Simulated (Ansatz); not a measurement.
**BClF₂H₂: a reaction path by the nudged elastic band**

Aim: the minimum-energy path between two given structures and its highest point. Both ends were relaxed at PBE0-D4 in triple zeta.

Method: PBE0-D4/def2-SVP; program: Ansatz 0.2.0, Gaussian basis.

22 further runs of the same task are left out: 22 set aside as unsound or not needed.

## 1. The system as given

The first end: 6 atoms, charge 0, spin multiplicity 1.

Atoms are counted from 1 here; the program's logs count them from 0.

Bond lengths: B1–Cl2 1.741 Å, B1–F3 1.310 Å, B1–F4 1.310 Å, H5–H6 0.747 Å. Angles: Cl2–B1–F3 120.5°, Cl2–B1–F4 120.5°, F3–B1–F4 119.1°.

As a file:

```mol
BClF2H2
  3D, bonds by distance, orders not assigned

  6  4  0  0  0  0  0  0  0  0999 V2000
   -0.1782    0.6490   -0.7110 B   0  0
    0.0422    1.9709    0.3997 Cl  0  0
    0.8373    0.1766   -1.3912 F   0  0
   -1.3645    0.1220   -0.8893 F   0  0
    0.3831   -1.1919    1.5515 H   0  0
    0.2800   -1.7266    1.0403 H   0  0
  1  2  8  0
  1  3  8  0
  1  4  8  0
  5  6  8  0
M  END
```

The second end:

```xyz
6

B    -0.18143   -0.65017   -0.86667
Cl    0.25812    1.65257    1.31241
F     0.78974   -0.20190   -1.63034
F    -1.40746   -0.25643   -1.12952
H     0.50438    0.88945    2.30972
H     0.03656   -1.43352    0.00440
```

## 2. The band at PBE0-D4/def2-SVP

neb/in.yaml reads:

```yaml
crystal:
  periodic: [false, false, false]
  atoms:
    - {symbol: B, position_ang: [-0.178191, 0.649007, -0.711029]}
    - {symbol: Cl, position_ang: [0.042204, 1.970883, 0.399726]}
    - {symbol: F, position_ang: [0.837281, 0.176640, -1.391178]}
    - {symbol: F, position_ang: [-1.364542, 0.122032, -0.889308]}
    - {symbol: H, position_ang: [0.383130, -1.191948, 1.551515]}
    - {symbol: H, position_ang: [0.280019, -1.726614, 1.040274]}
basis:
  gaussian: {orbitals: def2-SVP}
hamiltonian: {xc: pbe0, dispersion: d4}
neb:
  images: 5
  climbing: true
  max_iterations: 40
  initial_path: idpp
  final_atoms:
    - {symbol: B, position_ang: [-0.181425, -0.650173, -0.866665]}
    - {symbol: Cl, position_ang: [0.258119, 1.652571, 1.312408]}
    - {symbol: F, position_ang: [0.789737, -0.201902, -1.630336]}
    - {symbol: F, position_ang: [-1.407461, -0.256425, -1.129522]}
    - {symbol: H, position_ang: [0.504375, 0.889446, 2.309716]}
    - {symbol: H, position_ang: [0.036556, -1.433515, 0.004401]}
```

Command:

```sh
> ansatz run in.yaml --threads 2 --pin off --events-out ev --progress --plain --max-ram 4352MiB
```

Standard output:

```text
Functional definition: PBE0
  name "PBE0"
  cite "Adamo & Barone, J. Chem. Phys. 110, 6158 (1999) doi:10.1063/1.478522"
  cite "Perdew, Burke & Ernzerhof, Phys. Rev. Lett. 77, 3865 (1996) doi:10.1103/PhysRevLett.77.3865"
  parent pbe
  parameter a = 0.25
  parameter kappa = 0.804
  parameter beta = 0.06672455060314922
  exchange = (1 - a)*pbe_x(kappa = kappa, mu = beta*pi^2/3) + a*exact_x
  correlation = pbe_c(beta = beta)
723 factors; integrals over basis functions are off by at most 2.5e-4 eV
mean field evaluation 1: about -18648.3378 eV, gradient 3.2e1 eV
mean field evaluation 2: about -18647.0457 eV, gradient 4.5e1 eV
mean field evaluation 4: about -18649.9110 eV, gradient 4.0e-1 eV
mean field evaluation 8: about -18649.9656 eV, gradient 6.7e-2 eV
mean field -18649.96563520 eV, -685.3735956930 hartree, gradient 1.1e-5 eV, S^2 0.000000; 0 other end points of the search recorded, 0 dependent functions left out
the calculation of the forces begins
reference -18649.96565504 eV, -685.3735964220 hartree; 21, 21 occupied and 49, 49 virtual orbitals, 723 factors
[... from here to the last solve, the lines of the solves are left out (152 solves) ...]
WARN: NEB end point (image 0): max|allowed force component| = 3.767e-1 eV/Å (the criterion of neb.relax_end_points is 1.000e-2). That is over neb.f_tol: it is no minimum, so the barrier can be far off. Relax it first
WARN: NEB end point (image 6): max|allowed force component| = 2.581e-1 eV/Å (the criterion of neb.relax_end_points is 1.000e-2). That is over neb.f_tol: it is no minimum, so the barrier can be far off. Relax it first
NEB iter   1: max|band force component| = 4.210e0 eV/Å  barrier→ = 6.5794 eV  barrier← = 5.9921 eV  Δτ_max = 0.2000 Å  (180 SCF iters)
NEB iter   2: max|band force component| = 3.735e0 eV/Å  barrier→ = 4.8432 eV  barrier← = 4.2559 eV  Δτ_max = 0.2000 Å  (157 SCF iters)
NEB iter   3: max|band force component| = 9.244e0 eV/Å  barrier→ = 3.3145 eV  barrier← = 2.7272 eV  Δτ_max = 0.1010 Å  (146 SCF iters)
NEB iter   4: max|band force component| = 3.130e0 eV/Å  barrier→ = 2.7450 eV  barrier← = 2.1577 eV  Δτ_max = 0.2000 Å  (141 SCF iters)
NEB iter   5: max|band force component| = 2.264e0 eV/Å  barrier→ = 1.9602 eV  barrier← = 1.3729 eV  Δτ_max = 0.2000 Å  (151 SCF iters)
NEB iter   6: max|band force component| = 5.148e0 eV/Å  barrier→ = 1.9903 eV  barrier← = 1.4031 eV  Δτ_max = 0.1028 Å  (144 SCF iters)
NEB iter   7: max|band force component| = 1.933e0 eV/Å  barrier→ = 1.5624 eV  barrier← = 0.9751 eV  Δτ_max = 0.1437 Å  (140 SCF iters)
NEB iter   8: max|band force component| = 1.073e0 eV/Å  barrier→ = 1.5449 eV  barrier← = 0.9576 eV  Δτ_max = 0.1952 Å  (139 SCF iters)
NEB iter   9: max|band force component| = 2.841e0 eV/Å  barrier→ = 1.4742 eV  barrier← = 0.8870 eV  Δτ_max = 0.0978 Å  (144 SCF iters)
NEB iter  10: max|band force component| = 9.228e-1 eV/Å  barrier→ = 1.4939 eV  barrier← = 0.9066 eV  Δτ_max = 0.1901 Å  (136 SCF iters)
NEB iter  11: max|band force component| = 3.394e0 eV/Å  barrier→ = 1.4797 eV  barrier← = 0.8924 eV  Δτ_max = 0.0988 Å  (130 SCF iters)
NEB iter  12: max|band force component| = 1.048e0 eV/Å  barrier→ = 1.4844 eV  barrier← = 0.8971 eV  Δτ_max = 0.1853 Å  (130 SCF iters)
NEB iter  13: max|band force component| = 2.683e0 eV/Å  barrier→ = 1.5053 eV  barrier← = 0.9180 eV  Δτ_max = 0.0952 Å  (143 SCF iters)
NEB iter  14: max|band force component| = 2.268e0 eV/Å  barrier→ = 1.4857 eV  barrier← = 0.8984 eV  Δτ_max = 0.0477 Å  (141 SCF iters)
NEB iter  15: max|band force component| = 9.922e-1 eV/Å  barrier→ = 1.4934 eV  barrier← = 0.9061 eV  Δτ_max = 0.0952 Å  (144 SCF iters)
NEB iter  16: max|band force component| = 2.048e0 eV/Å  barrier→ = 1.4965 eV  barrier← = 0.9092 eV  Δτ_max = 0.0475 Å  (136 SCF iters)
NEB iter  17: max|band force component| = 1.273e0 eV/Å  barrier→ = 1.4973 eV  barrier← = 0.9101 eV  Δτ_max = 0.0771 Å  (137 SCF iters)
NEB iter  18: max|band force component| = 3.046e-1 eV/Å  barrier→ = 1.4924 eV  barrier← = 0.9051 eV  CI = image 3  Δτ_max = 0.0336 Å  (137 SCF iters)
NEB iter  19: max|band force component| = 7.259e-1 eV/Å  barrier→ = 1.4969 eV  barrier← = 0.9096 eV  CI = image 3  Δτ_max = 0.0170 Å  (131 SCF iters)
NEB iter  20: max|band force component| = 2.110e-1 eV/Å  barrier→ = 1.4973 eV  barrier← = 0.9100 eV  CI = image 3  Δτ_max = 0.0173 Å  (125 SCF iters)
NEB iter  21: max|band force component| = 1.361e-1 eV/Å  barrier→ = 1.4974 eV  barrier← = 0.9101 eV  CI = image 3  Δτ_max = 0.0338 Å  (118 SCF iters)
NEB iter  22: max|band force component| = 2.540e-1 eV/Å  barrier→ = 1.4974 eV  barrier← = 0.9101 eV  CI = image 3  Δτ_max = 0.0170 Å  (103 SCF iters)
NEB iter  23: max|band force component| = 9.625e-2 eV/Å  barrier→ = 1.4974 eV  barrier← = 0.9101 eV  CI = image 3  Δτ_max = 0.0118 Å  (100 SCF iters)
727 factors; integrals over basis functions are off by at most 7.5e-4 eV
mean field -18649.39319152 eV, -685.3525587755 hartree, gradient 3.3e-6 eV, S^2 0.000000; 0 other end points of the search recorded, 0 dependent functions left out
the calculation of the forces begins
reference -18649.39321269 eV, -685.3525595535 hartree; 21, 21 occupied and 49, 49 virtual orbitals, 727 factors
NEB iter  24: max|band force component| = 1.355e-2 eV/Å  barrier→ = 1.4974 eV  barrier← = 0.9101 eV  CI = image 3  Δτ_max = 0.0000 Å  (779 SCF iters)
Total energy: -18648.54079798 eV, -685.3212338910 hartree
Atom 0 at    -0.089212    -0.140097    -0.406627 Å, force    -0.001067    -0.002650    -0.004957 eV/Å
Atom 1 at     0.164882     1.493482     0.886273 Å, force     0.000285     0.003609     0.001644 eV/Å
Atom 2 at     0.891106    -0.128617    -1.295111 Å, force     0.003683    -0.000226     0.001322 eV/Å
Atom 3 at    -1.356935    -0.184453    -0.782755 Å, force    -0.002728    -0.000385     0.002785 eV/Å
Atom 4 at     0.235762    -0.038599     1.030306 Å, force     0.000337     0.000038     0.001483 eV/Å
Atom 5 at     0.154299    -1.001715     0.567915 Å, force    -0.000509    -0.000386    -0.002277 eV/Å
Dipole moment:     0.077211    -0.221300     0.314659 e Å
```

Wall time 2.3 min (2 threads of AMD EPYC 7R43, shared host).

The last band:

| image | path (Å) | energy (eV) | B1–H6 (Å) | Cl2–H5 (Å) | B1–Cl2 (Å) | H5–H6 (Å) |
| --- | --- | --- | --- | --- | --- | --- |
| 0 | 0.00 | 0.000 | 2.99 | 3.38 | 1.74 | 0.75 |
| 1 | 0.67 | 0.039 | 2.44 | 2.75 | 1.75 | 0.76 |
| 2 | 1.35 | 0.438 | 1.83 | 2.15 | 1.80 | 0.78 |
| 3 | 2.02 | 1.497 | 1.32 | 1.54 | 2.10 | 1.07 |
| 4 | 2.72 | 0.767 | 1.21 | 1.30 | 2.70 | 1.71 |
| 5 | 3.41 | 0.600 | 1.20 | 1.29 | 2.97 | 2.44 |
| 6 | 4.11 | 0.587 | 1.19 | 1.28 | 3.20 | 3.31 |

The highest image, 3:

```xyz
6
BClF2H2
B    -0.08921   -0.14010   -0.40663
Cl    0.16488    1.49348    0.88627
F     0.89111   -0.12862   -1.29511
F    -1.35694   -0.18445   -0.78275
H     0.23576   -0.03860    1.03031
H     0.15430   -1.00171    0.56791
```

## 3. What came out

| quantity | value |
| --- | --- |
| PBE0-D4/def2-SVP, 24 iterations | highest 1.497 eV (image 3), last end +0.587 eV |
| from earlier runs: barrier over the separately found saddle, CCSD(T)/def2-TZVPP | 1.870 eV |

In words: The highest image lies 1.497 eV above the first end, and it climbed, so it estimates the saddle. The ends are not quite minima at this level (largest force component 0.38 eV/Å), so the heights are unreliable: relaxing the first end would lower it and raise the barrier above it. The highest image is 0.373 eV below the CCSD(T) barrier in triple zeta, which comes from separate runs on the saddle.
